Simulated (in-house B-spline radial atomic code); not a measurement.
# Mg⁷⁺: excited configurations

Wanted: excitation energies of Mg⁷⁺ as differences of total energies (ΔSCF).

Method: Dirac-Hartree-Fock, average of configuration, Fermi nucleus, basis-set limit. Code: in-house B-spline radial atomic code version 1.

## Step 1: Starting point

| Item | Value |
| --- | --- |
| element | magnesium (Z = 12) |
| charge | +7 |
| electrons | 5 |
| configuration | [He] 2s2 2p1 |
| Hamiltonian | Dirac-Coulomb |
| nucleus | Fermi, rms radius 3.057 fm |

The outer shells:

[He] 2s2 2p1
```
[He] core
2s [↑↓]
2p [↑ ][  ][  ]
```

The boxes draw the filling by Hund's rule, which heavy ions in jj coupling don't follow; these runs average over all states of the configuration.

Input settings:

```ini
Z = 12
electrons = 5.0
configuration = [He] 2s2 2p1
hamiltonian = dirac
method = hf
spin_polarised = False
nucleus = fermi
rms_radius = 3.057
mass_number = 24
atomic_mass = 23.985041689
speed_of_light = 137.035999084
```

The reference is known from an earlier run: -172.047578 hartree in all. Up to eight levels, counted from the top:

| orbital | occupation | energy (eV) | <r> (bohr) |
| --- | --- | --- | --- |
| 1s1/2 | 2 | -1588.83 | 0.1293 |
| 2s1/2 | 2 | -284.90 | 0.5903 |
| 2p1/2 | 0.333333 | -266.84 | 0.5206 |
| 2p3/2 | 0.666667 | -266.39 | 0.5217 |

## Step 2: Configuration [He] 2s1 2p1 6f1

Input settings:

```ini
Z = 12
electrons = 5.0
configuration = [He] 2s1 2p1 6f1
hamiltonian = dirac
method = hf
spin_polarised = False
nucleus = fermi
rms_radius = 3.057
mass_number = 24
atomic_mass = 23.985041689
speed_of_light = 137.035999084
```

## Step 3: [He] 2s2 6s1

Settings: those of step 2 with these lines changed.

```diff
@@ -2,3 +2,3 @@
 electrons = 5.0
-configuration = [He] 2s1 2p1 6f1
+configuration = [He] 2s2 6s1
 hamiltonian = dirac
```

## Step 4: Run with [He] 2s1 2p1 6s1

Settings: those of step 3 with these lines changed.

```diff
@@ -2,3 +2,3 @@
 electrons = 5.0
-configuration = [He] 2s2 6s1
+configuration = [He] 2s1 2p1 6s1
 hamiltonian = dirac
```

## Step 5: [He] 2s1 2p1 3s1

Settings: those of step 4 with these lines changed.

```diff
@@ -2,3 +2,3 @@
 electrons = 5.0
-configuration = [He] 2s1 2p1 6s1
+configuration = [He] 2s1 2p1 3s1
 hamiltonian = dirac
```

## Step 6: Run with [He] 2s2 6f1

Settings: those of step 5 with these lines changed.

```diff
@@ -2,3 +2,3 @@
 electrons = 5.0
-configuration = [He] 2s1 2p1 3s1
+configuration = [He] 2s2 6f1
 hamiltonian = dirac
```

## Step 7: Configuration [He] 2s1 2p1 3p1

Settings: those of step 6 with these lines changed.

```diff
@@ -2,3 +2,3 @@
 electrons = 5.0
-configuration = [He] 2s2 6f1
+configuration = [He] 2s1 2p1 3p1
 hamiltonian = dirac
```

Q: How far above the reference does each configuration lie (order and size, in eV)?

As calculated:

| net move | configuration | energy above the reference (eV) | with Breit, QED, recoil (eV) | largest <r> (bohr) |
| --- | --- | --- | --- | --- |
| 2s → 3s | [He] 2s1 2p1 3s1 | 169.53 | 169.47 | 1.46 |
| 2s → 3p | [He] 2s1 2p1 3p1 | 176.55 | 176.49 | 1.43 |
| 2p → 6s | [He] 2s2 6s1 | 239.68 | 239.64 | 6.24 |
| 2p → 6f | [He] 2s2 6f1 | 241.65 | 241.61 | 5.98 |
| 2s → 6s | [He] 2s1 2p1 6s1 | 258.14 | 258.07 | 6.24 |
| 2s → 6f | [He] 2s1 2p1 6f1 | 260.06 | 259.99 | 5.99 |

Quantum defects of the promoted electron, δ = n − ζ/√(−2ε) with ζ = 8 and ε its orbital energy in hartree:

| promotion | δ |
| --- | --- |
| 2s → 3s | 0.398 |
| 2s → 3p | 0.313 |
| 2p → 6s | 0.235 |
| 2p → 6f | 0.006 |
| 2s → 6s | 0.275 |
| 2s → 6f | 0.005 |

**Reading.** The lowest of them is 2s → 3s at 169.53 eV and the highest 2s → 6f at 260.06 eV. Of those tabulated, the defect is largest for 3s (0.40) and least for 6f (0.01): low angular momentum penetrates the core, high angular momentum stays outside it. Two partly filled shells share a symmetry and can mix in the average, which may lower the energy, for: 2s → 3s; 2s → 3p; 2s → 6s. These are averages over configurations, without correlation, not spectroscopic levels.
